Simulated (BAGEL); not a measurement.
# GeHSBr (SMILES [SH][Ge][Br]): levels of theory compared

Wanted: a comparison of 4 runs (B3LYP/6-31G*, B3LYP/def2-SVPD, PBE0/def2-SVPD, RI-MP2/def2-SVPD) of GeHSBr. 

The calculation is run with BAGEL 1.2.2.

## (1) The molecule

GeHSBr has 4 atoms, charge 0, and is taken as a singlet. SMILES: `[SH][Ge][Br]`. The shape is that of a PBE0-D4/def2-TZVP optimisation.

Bond lengths: S1–Ge2 2.237 Å, Ge2–Br3 2.358 Å, S1–H4 1.344 Å. Angles: S1–Ge2–Br3 99.8°, Ge2–S1–H4 96.8°.

## (2) The energy at B3LYP/6-31G(d) (density fitting with qzvpp-jkfit, spherical functions) (run 1)

Contents of input.json:

```json
{ "bagel": [

{
  "title": "molecule",
  "basis": "6-31gs.json",
  "df_basis": "qzvpp-jkfit",
  "angstrom": true,
  "geometry": [
    { "atom": "S", "xyz": [      -0.495400,       1.211900,      -0.684400 ] },
    { "atom": "Ge", "xyz": [      -0.978400,      -0.944300,      -0.333500 ] },
    { "atom": "Br", "xyz": [       0.876000,      -1.561800,       0.985300 ] },
    { "atom": "H", "xyz": [       0.653300,       1.234000,       0.012300 ] }
  ]
},

{
  "title": "ks",
  "xc_func": "b3lyp",
  "charge": 0
},

{
  "title": "print",
  "file": "orbitals.molden",
  "orbitals": true
}

]}
```

The basis set 6-31G* is read from a file made from the Basis Set Exchange's data (not shown).

Started as:

```bash
BAGEL_NUM_THREADS=1 BAGEL input.json > input.out
```

Output:

```text
* using 1 threads per process

  ===============================================================
  ===============================================================

  *** Geometry ***

  { "atom" : "S", "xyz" : [     -0.936170,      2.290159,     -1.293329 ] },
  { "atom" : "Ge", "xyz" : [     -1.848908,     -1.784468,     -0.630224 ] },
  { "atom" : "Br", "xyz" : [      1.655400,     -2.951374,      1.861947 ] },
  { "atom" : "H", "xyz" : [      1.234558,      2.331922,      0.023244 ] },

  Number of auxiliary basis functions:      678

  Since a DF basis is specified, we compute 2- and 3-index integrals:
    o Being stored without compression. Storage requirement is 0.038 GB

  Number of basis functions:       84
  Number of electrons      :       84

    * METHOD: MOLECULE                             0.44

  *** Kohn-Sham DFT ***

    * Removing 6084 points whose weight is below 1.00e-10
    * Grid points: 53540

  === Nuclear Repulsion ===
   475.4623652940

       - DIIS with orbital gradients will be used.

  === KS iteration (b3lyp / 6-31gs.json) ===
      0      -4927.28684639          0.16221490           0.26
      1      -4573.59160956          0.44870360           0.26
      2      -4755.87839637          0.17121510           0.26
[... 20 lines of this table left out ...]
     23      -5049.50100969          0.00000000           0.26
    * SCF iteration converged.

    * Permanent dipole moment:
           (    0.262121,    -0.033534,     0.170003) a.u.

    * METHOD: KS                                   6.35

    * METHOD: PRINT                                0.01

  ===============================================================
```

Run time: 7.2 s. Hardware: 1 thread of Arm Neoverse V2, shared host; peak memory 0.31 GiB.

## (3) The energy at B3LYP/def2-SVPD (density fitting with qzvpp-jkfit) (run 2)

Contents of input.json:

```json
{ "bagel" : [

{
  "title" : "molecule",
  "basis" : "def2-svpd.json",
  "df_basis" : "qzvpp-jkfit",
  "angstrom" : "true",
  "geometry" : [
    { "atom" : "S", "xyz" : [      -0.495400,       1.211900,      -0.684400 ] },
    { "atom" : "Ge", "xyz" : [      -0.978400,      -0.944300,      -0.333500 ] },
    { "atom" : "Br", "xyz" : [       0.876000,      -1.561800,       0.985300 ] },
    { "atom" : "H", "xyz" : [       0.653300,       1.234000,       0.012300 ] }
  ]
},

{ "title" : "ks", "xc_func" : "b3lyp" },

{ "title" : "print", "file" : "orbitals.molden", "orbitals" : "true" }

]}
```

The basis set def2-SVPD is read from a file made from the Basis Set Exchange's data (not shown).

Started as:

```bash
BAGEL_NUM_THREADS=1 BAGEL input.json > input.out
```

Output:

```text
* using 1 threads per process

  ===============================================================
  ===============================================================

  *** Geometry ***

  { "atom" : "S", "xyz" : [     -0.936170,      2.290159,     -1.293329 ] },
  { "atom" : "Ge", "xyz" : [     -1.848908,     -1.784468,     -0.630224 ] },
  { "atom" : "Br", "xyz" : [      1.655400,     -2.951374,      1.861947 ] },
  { "atom" : "H", "xyz" : [      1.234558,      2.331922,      0.023244 ] },

  Number of auxiliary basis functions:      678

  Since a DF basis is specified, we compute 2- and 3-index integrals:
    o Being stored without compression. Storage requirement is 0.070 GB

  Number of basis functions:      114
  Number of electrons      :       84

    * METHOD: MOLECULE                             0.43

  *** Kohn-Sham DFT ***

    * Removing 6084 points whose weight is below 1.00e-10
    * Grid points: 53540

  === Nuclear Repulsion ===
   475.4623652940

       - DIIS with orbital gradients will be used.

  === KS iteration (b3lyp / def2-svpd.json) ===
      0      -4949.55926433          0.11647778           0.37
      1      -4481.43817285          0.20058244           0.37
      2      -4771.97840980          0.11323131           0.37
[... 19 lines of this table left out ...]
     22      -5049.42744821          0.00000000           0.37
    * SCF iteration converged.

    * Permanent dipole moment:
           (    0.333260,    -0.012924,     0.207429) a.u.

    * METHOD: KS                                   8.61

    * METHOD: PRINT                                0.02

  ===============================================================
```

Run time: 9.3 s. Hardware: 1 thread of Arm Neoverse V2, shared host; peak memory 0.41 GiB.

## (4) The energy at PBE0/def2-SVPD (density fitting with qzvpp-jkfit) (run 3)

Edit input.json of step 3 so:

```diff
@@ -6,3 +6,3 @@
   "df_basis" : "qzvpp-jkfit",
-  "angstrom" : "true",
+  "angstrom" : true,
   "geometry" : [
@@ -15,5 +15,12 @@
 
-{ "title" : "ks", "xc_func" : "b3lyp" },
+{
+  "title" : "ks",
+  "xc_func" : "pbe0"
+},
 
-{ "title" : "print", "file" : "orbitals.molden", "orbitals" : "true" }
+{
+  "title" : "print",
+  "file" : "orbitals.molden",
+  "orbitals" : true
+}
```

The basis set def2-SVPD is read from a file made from the Basis Set Exchange's data (not shown).

Started as:

```bash
BAGEL_NUM_THREADS=1 BAGEL input.json > input.out
```

Output:

```text
* using 1 threads per process

  ===============================================================
  ===============================================================

  *** Geometry ***

  { "atom" : "S", "xyz" : [     -0.936170,      2.290159,     -1.293329 ] },
  { "atom" : "Ge", "xyz" : [     -1.848908,     -1.784468,     -0.630224 ] },
  { "atom" : "Br", "xyz" : [      1.655400,     -2.951374,      1.861947 ] },
  { "atom" : "H", "xyz" : [      1.234558,      2.331922,      0.023244 ] },

  Number of auxiliary basis functions:      678

  Since a DF basis is specified, we compute 2- and 3-index integrals:
    o Being stored without compression. Storage requirement is 0.070 GB

  Number of basis functions:      114
  Number of electrons      :       84

    * METHOD: MOLECULE                             0.43

  *** Kohn-Sham DFT ***

    * Removing 6084 points whose weight is below 1.00e-10
    * Grid points: 53540

  === Nuclear Repulsion ===
   475.4623652940

       - DIIS with orbital gradients will be used.

  === KS iteration (pbe0 / def2-svpd.json) ===
      0      -4948.88413815          0.11661635           0.37
      1      -4483.02766849          0.20175742           0.36
      2      -4771.52289232          0.11324854           0.36
[... 20 lines of this table left out ...]
     23      -5048.63809060          0.00000001           0.36
    * SCF iteration converged.

    * Permanent dipole moment:
           (    0.304655,    -0.019601,     0.191924) a.u.

    * METHOD: KS                                   8.83

    * METHOD: PRINT                                0.02

  ===============================================================
```

It took 9.6 s on 1 thread of Arm Neoverse V2, shared host; peak memory 0.42 GiB.

## (5) A single-point energy at RI-MP2/def2-SVPD (density fitting with qzvpp-jkfit) (run 4)

Contents of calc.json:

```json
{ "bagel": [

{
  "title": "molecule",
  "basis": "def2-svpd.json",
  "df_basis": "qzvpp-jkfit",
  "angstrom": true,
  "geometry": [
    { "atom": "S", "xyz": [      -0.495400,       1.211900,      -0.684400 ] },
    { "atom": "Ge", "xyz": [      -0.978400,      -0.944300,      -0.333500 ] },
    { "atom": "Br", "xyz": [       0.876000,      -1.561800,       0.985300 ] },
    { "atom": "H", "xyz": [       0.653300,       1.234000,       0.012300 ] }
  ]
},

{
  "title": "hf",
  "charge": 0
},

{
  "title": "mp2",
  "charge": 0,
  "ncore": 23
}

]}
```

The basis set def2-SVPD is read from a file made from the Basis Set Exchange's data (not shown).

Started as:

```bash
BAGEL_NUM_THREADS=1 BAGEL calc.json > calc.out
```

Output:

```text
* using 1 threads per process

  ===============================================================
  ===============================================================

  *** Geometry ***

  { "atom" : "S", "xyz" : [     -0.936170,      2.290159,     -1.293329 ] },
  { "atom" : "Ge", "xyz" : [     -1.848908,     -1.784468,     -0.630224 ] },
  { "atom" : "Br", "xyz" : [      1.655400,     -2.951374,      1.861947 ] },
  { "atom" : "H", "xyz" : [      1.234558,      2.331922,      0.023244 ] },

[... 23 lines left out ...]
    * SCF iteration converged.
[... 1 line left out ...]
    * Permanent dipole moment:
[... 2 lines left out ...]
    * METHOD: HF                                   3.40

  *** RHF ***

  === Nuclear Repulsion ===
   475.4623652940

      * DIIS with orbital gradients will be used.

  === RHF iteration (def2-svpd.json) ===
      0      -5045.27270752          0.00000000           0.20
    * SCF iteration converged.

    * Permanent dipole moment:
           (    0.344205,    -0.001436,     0.210615) a.u.

  === DF-MP2 calculation ===

    * freezing 23 orbitals
    * 3-index integral transformation done
    * assembly done

      MP2 correlation energy:   -0.5891901308      0.11

      MP2 total energy:       -5045.8618976517

    * METHOD: MP2                                  0.52

  ===============================================================
```

Wall time 4.5 s (1 thread of Arm Neoverse V2, shared host); peak memory 0.24 GiB.

## (6) All runs side by side

| run | level | frozen core orbitals | energy (Eh) | dipole moment (D) | HOMO energy (eV) | LUMO energy (eV) | wall time |
| --- | --- | --- | --- | --- | --- | --- | --- |
| 1 | B3LYP/6-31G* (density fitting with qzvpp-jkfit, spherical functions) | – | -5049.501010 | 0.80 | -7.30 | -2.98 | 7.2 s |
| 2 | B3LYP/def2-SVPD (density fitting with qzvpp-jkfit) | – | -5049.427448 | 1.00 | -7.38 | -3.04 | 9.3 s |
| 3 | PBE0/def2-SVPD (density fitting with qzvpp-jkfit) | – | -5048.638091 | 0.92 | -7.59 | -2.86 | 9.6 s |
| 4 | RI-MP2/def2-SVPD (density fitting with qzvpp-jkfit) | 23 | -5045.861898 | – | – | – | 4.5 s |

## (7) Results

```
                                           quantity           value
                                run 4: total energy  -5045.86190 Eh
run 4: correlation energy (23 core orbitals frozen)      -589.2 mEh
```

Over runs 1, 2, 3 the dipole moment (its size) runs from 0.80 D (B3LYP/6-31G*) to 1.00 D (B3LYP/def2-SVPD). Over runs 1, 2, 3 the HOMO–LUMO gap runs from 4.32 eV (B3LYP/6-31G*) to 4.72 eV (PBE0/def2-SVPD). The two ends differ in method and basis. Totals of different functionals can't be ranked against each other. All runs together took 31 s, the longest 9.6 s.
